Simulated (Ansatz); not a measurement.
Crystal: Ta3Cu.

```
Ta Cu
1.0
    -2.00651    2.00651    4.20817
     2.00651   -2.00651    4.20817
     2.00651    2.00651   -4.20817
Ta Cu
3 1
Direct
  0.50000 0.50000 0.00000
  0.25000 0.75000 0.50000
  0.75000 0.25000 0.50000
  0.00000 0.00000 0.00000
```

The cell comes from a database or a generator and needn't be the stable form of this composition.

Below is the output of Ansatz 0.2.0 for this cell. Logs are shortened: lines on timing, memory, paths and dates and some standing lists are left out, and cuts for length are marked.

```text
Warning: RAYON_NUM_THREADS=2 ignored (pool sized by the plan → 2); use --threads N
Engine: ansatz 0.2.0, aarch64-unknown-linux-gnu
Pseudopotentials: kind: paw
Pseudopotential: Ta, paw, valence charge 13, recommended cutoff 500 eV (meta_gga), Ta.paw.azcp
Pseudopotential: Cu, paw, valence charge 19, recommended cutoff 500 eV (meta_gga), Cu.paw.azcp
Functional definition: r2SCAN
  parameter k0 = 0.174
  parameter k1 = 0.065
  parameter a1 = 4.9479
  exchange = r2scan_x(k0 = k0, k1 = k1, a1 = a1)
  correlation = r2scan_c
Crystal: 4 atoms, lattice volume = 67.770 Å³
Basis set: ecut = 500 eV, 1727 PW (Γ), exchange–correlation on 160×160×160 points (64 copies of the dense FFT grid, shifted against one another)
Bands: 35, of which v1, the nominal top of the filled ones, is band 29 counted from 1 (28 counted from 0)
Symmetry: 16 space group operations
Space group: I4/mmm (ITA 139), of the structure as read, at distance tolerance 4.1e-5 Å
k-points: 75 of 729
Non-local potential: Ta, projectors of the file, l = 0: 3, l = 1: 2, l = 2: 2, l = 3: 1
Non-local potential: Cu, projectors of the file, l = 0: 3, l = 1: 2, l = 2: 3, l = 3: 1
PAW form: soft (Blöchl's): semilocal exchange-correlation on the pseudo side does not see the compensation charge
PAW frozen core: Ta, regenerated for the run's functional (the file was generated under x = pbe(κ = 0.804, μ = 0.2195149727645171), c = pbe(β = 0.06672455060314922))
PAW frozen core: Cu, regenerated for the run's functional (the file was generated under x = pbe(κ = 0.804, μ = 0.2195149727645171), c = pbe(β = 0.06672455060314922))
PAW one-centre angular grid: Ta, 590 points (default); XC on 160 Gauss nodes
[... 120 lines left out ...]
  E_nonlocal   = 435.861072
  E_hartree    = 2582.593147
  E_xc         = -703.947807
  E_vxc        = -801.468864  (∫ρ·V_xc dr)
  E_paw        = -26941.315311  (= ΣΔE_a)
  E_vpaw       = -840.087949  (= ΣTr[D̂ρ^β])
  E_aug_tail   = 0.000398  (compensation charges beyond the density's cutoff)
  E_vtau       = 43.637021  (kinetic-family band-sum trace: ∫τ·v_τ [+ j·A + Jᵃ·Aᵃ] dr)
  E_ewald      = -7245.449376
  E_core_change = -2.569949  (= ΣΔE_core)
  E_smearing   = -0.028735  (= −TS)
  E_closure    = 0.000000  (closes the sum)
  Σ components = -36462.884351   (vs F -36462.884351, Δ=0.00e0)
--- Forces (eV/Å), atoms counted from 1 ---
  atom   1  Ta     0.00000000     0.00000000     0.00000000
  atom   2  Ta    -0.00000000     0.00000000    -0.00000000
  atom   3  Ta     0.00000000    -0.00000000     0.00000000
  atom   4  Cu    -0.00000000    -0.00000000    -0.00000000
  max |Σ_I F_I| component: 1.21e-17 eV/Å
--- Stress (GPa, compression-positive) ---
       30.000637       0.000000      -0.000000
        0.000000      30.000637       0.000000
       -0.000000       0.000000      29.998378
  P = ⅓ Tr σ = 29.9999 GPa (299.999 kbar)
--- Band table (eV; the first three rows and the last of 75) ---
  k-point 0: bands = ["-96.2540", "-52.0648", "-52.0648", "-52.0108", "-48.1526", "-47.8919", "-47.8687", "-14.7812", "-14.5498", "-14.5498", "-14.1032", "-14.1032", "-13.9012", "-13.2816", "-13.2816", "-13.2777", "11.5073", "15.2592", "16.1358", "16.4695", "16.7108", "17.1820", "17.1820", "18.4367", "18.7049", "18.9554", "18.9554", "20.7840", "20.7840", "21.2032", "23.7209", "23.9564", "24.1487", "24.4578", "26.3194"]
  k-point 1: bands = ["-96.2540", "-52.0649", "-52.0648", "-52.0108", "-48.1373", "-47.8945", "-47.8810", "-14.8078", "-14.5150", "-14.4065", "-14.2315", "-14.1179", "-13.7892", "-13.4494", "-13.2909", "-13.2705", "11.9125", "15.5423", "16.3274", "16.6010", "17.0102", "17.0844", "17.2732", "17.9638", "18.6725", "19.0494", "19.2254", "20.5053", "20.6726", "21.1584", "22.5965", "24.0842", "24.2241", "24.5624", "25.8586"]
  k-point 2: bands = ["-96.2540", "-52.0651", "-52.0649", "-52.0108", "-48.0966", "-47.9121", "-47.9032", "-14.8885", "-14.4168", "-14.3985", "-14.1884", "-14.0323", "-13.8221", "-13.6393", "-13.3387", "-13.2478", "13.0164", "16.1336", "16.7335", "16.7466", "16.8418", "16.9271", "17.2147", "18.0914", "18.6960", "19.4665", "19.8784", "19.9055", "20.5321", "21.0109", "21.2299", "23.4279", "24.1871", "24.9892", "25.0109"]
  k-point 74: bands = ["-96.2540", "-52.0648", "-52.0648", "-52.0111", "-48.0740", "-47.9652", "-47.8756", "-14.7456", "-14.7419", "-14.2580", "-13.9523", "-13.8708", "-13.7772", "-13.7569", "-13.4029", "-13.3590", "14.4785", "14.7818", "15.3928", "15.5462", "16.1653", "16.1936", "16.7884", "18.0461", "18.2552", "19.1865", "19.3955", "19.7023", "21.6022", "22.1760", "23.2362", "24.5341", "24.7159", "25.0607", "25.5734"]
--- Relaxed structure (6 steps of the walk, 6 accepted, 2 SCFs on fresh bases) ---
  F+E_penalty+E_count = -36462.88435140 eV   max|allowed force component| = 1.301e-17 eV/Å   (the final SCF, on the basis selected at the relaxed cell)
  cell:  # Å, volume = 58.9878 Å³
    - [-1.919621932281146, 1.919621932281146, 4.001939490045058]
    - [1.919621932281146, -1.919621932281146, 4.001939490045058]
    - [1.919621932281146, 1.919621932281146, -4.001939490045058]
  atoms:
    - { symbol: Ta, position: [0.5, 0.5, -1.595097832114442e-35] }
    - { symbol: Ta, position: [0.25, 0.75, 0.49999999999999994] }
    - { symbol: Ta, position: [0.75, 0.25, 0.49999999999999994] }
    - { symbol: Cu, position: [3.783357376418585e-37, -5.855014005343906e-36, -7.26443015159995e-36] }
```

Question: What input gives this log?

Answer: Relaxation of cell and atoms with r2SCAN, no spin polarisation. The files as run (others can give the same):

input.yaml
```yaml
crystal:
  lattice:
    - [-2.006507, 2.006507, 4.20817]
    - [2.006507, -2.006507, 4.20817]
    - [2.006507, 2.006507, -4.20817]
  atoms:
    - { symbol: Ta, position: [0.5, 0.5, 0.0] }
    - { symbol: Ta, position: [0.25, 0.75, 0.5] }
    - { symbol: Ta, position: [0.75, 0.25, 0.5] }
    - { symbol: Cu, position: [0.0, 0.0, 0.0] }
hamiltonian:
  xc: r2scan
  pseudopotentials: { kind: paw }
kpoints:
  mp_grid: { grid: [9, 9, 9] }
scf:
  occupations: { method: fermi_dirac, width: 0.05 }
output:
  forces: true
  stress: true
  eigenvalues: true
  write_density: true
  write_potential: true
  elf: true
  volumetric_format: npy
relax:
  f_tol: 0.01
  max_steps: 40
  cell: { stress_tol: 0.05, p_target: 30.0 }
```

Potentials or basis: Ansatz PAW.
Command:
```bash
$ ansatz run input.yaml --threads 2 --pin off --max-ram 5632MiB --backend cpu --events-out ev --progress --plain --runs-dir out
```

Caveat: the plane-wave basis is chosen anew once the cell has moved, so the energies of steps on either side of that aren't comparable; the PAW data sets come from PBE, with cores solved anew for the run's functional, which leaves a small shift of forces and pressure.
